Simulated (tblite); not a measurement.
# C24H14Te2: the cost of one run

Programs: tblite 0.8.0 and PySCF 2.14.0, with routines of our own; each step states its level. All values are computed. Atoms count from 0.

1 further run of the same task is left out (for a known fault of the program).

### 1 The starting structure

40 atoms, charge 0, multiplicity 1; geometry from: force field, distance geometry or constructed start.

### 2 Geometry optimisation with GFN2-xTB

What the job is given:

```
{"job": {"kind": "relax", "xc": "GFN2-xTB", "basis": "xTB"}, "charge": 0, "multiplicity": 1}
C     -2.874600    -0.467000    -2.759600
C     -2.905000     0.397900    -1.754800
C     -2.195200     0.209200    -0.449200
C     -2.655400     1.002600     0.611200
C     -1.998000     0.987600     1.844300
C     -0.777000     0.327900     1.971900
C     -0.139700     0.293200     3.217700
C      1.056900    -0.401100     3.377600
C      1.720400    -0.922000     2.257300
C      2.895300    -1.643300     2.431000
C      3.571700    -2.137900     1.322000
C      3.179600    -1.780300     0.032200
C      2.066800    -0.922200    -0.173600
C      1.195200    -0.716900     0.951200
C     -0.191900    -0.317200     0.856500
C     -1.036000    -0.588300    -0.267400
C     -0.778800    -1.643000    -1.072900
Te    -2.064100    -2.383700    -2.573300
C      1.875000    -0.267500    -1.377400
C      1.244400     1.003400    -1.372000
C      0.752900     1.589600    -2.540400
C      0.901700     0.936400    -3.757400
C      1.619500    -0.252600    -3.816300
C      2.183700    -0.834500    -2.667700
C      2.986500    -1.886200    -2.848800
Te     4.468100    -2.413800    -1.486700
H     -3.374300    -0.211500    -3.687600
H     -3.453700     1.317100    -1.897500
H     -3.551900     1.597100     0.513600
H     -2.423800     1.536200     2.676400
H     -0.597400     0.746100     4.089300
H      1.476200    -0.504200     4.368300
H      3.280200    -1.853900     3.419100
H      4.462600    -2.740200     1.480800
H      0.046800    -2.312300    -0.880300
H      1.097800     1.552500    -0.454400
H      0.240000     2.537300    -2.501700
H      0.499800     1.378300    -4.662200
H      1.768900    -0.706100    -4.800800
H      3.095300    -2.336300    -3.828200
```

Started as:

```console
$ OMP_NUM_THREADS=2 python large_run.py task.json out
```

One launch serves the whole session: the jobs run in the order shown.

Q: Estimate the wall time and peak memory of this first job on 2 threads of Arm Neoverse V1, shared host.

About 3.7 s, with a peak of 0.17 GiB.
